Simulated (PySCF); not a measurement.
# BeSe at other levels of theory

Starting from one script, swap the method and compare what comes out for BeSe.

Method: each script names its method and basis; program: PySCF 2.14.0.

## Step 1: The starting structure

BeSe: 2 atoms, charge 0, spin multiplicity 1.

Bond lengths: Be1–Se2 1.930 Å.

## Step 2: Base script

input.py

```python
from pyscf import gto, scf, mp

mol = gto.M(
    atom='Be 0 0 0; Se 0 0 1.93',
    basis='pcseg-1',
    charge=0,
    spin=0,
    verbose=3,
)
mf = scf.RHF(mol)
mf.kernel()
mp.MP2(mf).kernel()
mf.dip_moment()
print('orbital energies (hartree):', mf.mo_energy[..., max(0, mol.nelec[1]-3):mol.nelec[0]+3].round(4))
```

Started as:

```sh
OMP_NUM_THREADS=1 python input.py
```

## Step 3: EOM-IP

Edit 1 changes step after the SCF: mp2 → eomip; frozen orbitals: none → 9; number of roots: none → 4.

input.py: that of step 2 with these lines changed.

```diff
@@ -1,2 +1,2 @@
-from pyscf import gto, scf, mp
+from pyscf import gto, scf, cc
 
@@ -11,3 +11,6 @@
 mf.kernel()
-mp.MP2(mf).kernel()
+mycc = cc.CCSD(mf, frozen=9)
+mycc.kernel()
+e = mycc.ipccsd(nroots=4)[0]
+print('roots (eV) =', (e*27.211386).round(3))
 mf.dip_moment()
```

## Step 4: Pbesol (RKS)

Edit 2 changes functional: none (Hartree–Fock) → pbesol; SCF type: RHF → RKS; step after the SCF: mp2 → analyze.

input.py

```python
from pyscf import gto, dft

mol = gto.M(
    atom='Be 0 0 0; Se 0 0 1.93',
    basis='pcseg-1',
    charge=0,
    spin=0,
    verbose=3,
)
mf = dft.RKS(mol, xc='pbesol')
mf.kernel()
mf.analyze()
print('orbital energies (hartree):', mf.mo_energy[..., max(0, mol.nelec[1]-3):mol.nelec[0]+3].round(4))
```

## Step 5: Frozen orbitals 10

Edit 3 changes frozen orbitals: none → 10.

input.py: that of step 2 with these lines changed.

```diff
@@ -11,3 +11,3 @@
 mf.kernel()
-mp.MP2(mf).kernel()
+mp.MP2(mf, frozen=10).kernel()
 mf.dip_moment()
```

## Step 6: Hse06 (RKS)

Edit 4 changes functional: none (Hartree–Fock) → hse06; SCF type: RHF → RKS; step after the SCF: mp2 → analyze.

input.py

```python
from pyscf import gto, dft

mol = gto.M(
    atom='Be 0 0 0; Se 0 0 1.93',
    basis='pcseg-1',
    charge=0,
    spin=0,
    verbose=3,
)
mf = dft.RKS(mol, xc='hse06')
mf.kernel()
mf.analyze()
print('orbital energies (hartree):', mf.mo_energy[..., max(0, mol.nelec[1]-3):mol.nelec[0]+3].round(4))
```

What does the calculation give? Wanted: for each run, E(SCF); from base; gap; SCF dipole; after the SCF.

The runs gave:

```
               run  E(SCF) (hartree)  from base (eV)  gap (eV)  SCF dipole (D)                                                after the SCF
              base      -2414.122347               0      7.05            6.19                                    MP2 correlation -4.313 eV
            EOM-IP      -2414.122347          0.0000      7.05            6.19  CCSD correlation -4.362 eV, core frozen, first root 8.56 eV
      pbesol (RKS)      -2413.897767  not comparable      0.83            4.60                                                          n/a
frozen orbitals 10      -2414.122347          0.0000      7.05            6.19                       MP2 correlation -4.062 eV, core frozen
       hse06 (RKS)      -2415.652081  not comparable      1.68            5.02                                                          n/a
```

Total energies of different functionals can't be compared with each other; differences within one functional can. The dearest run is “hse06 (RKS)”, at 7.5 s against 1.7 s.
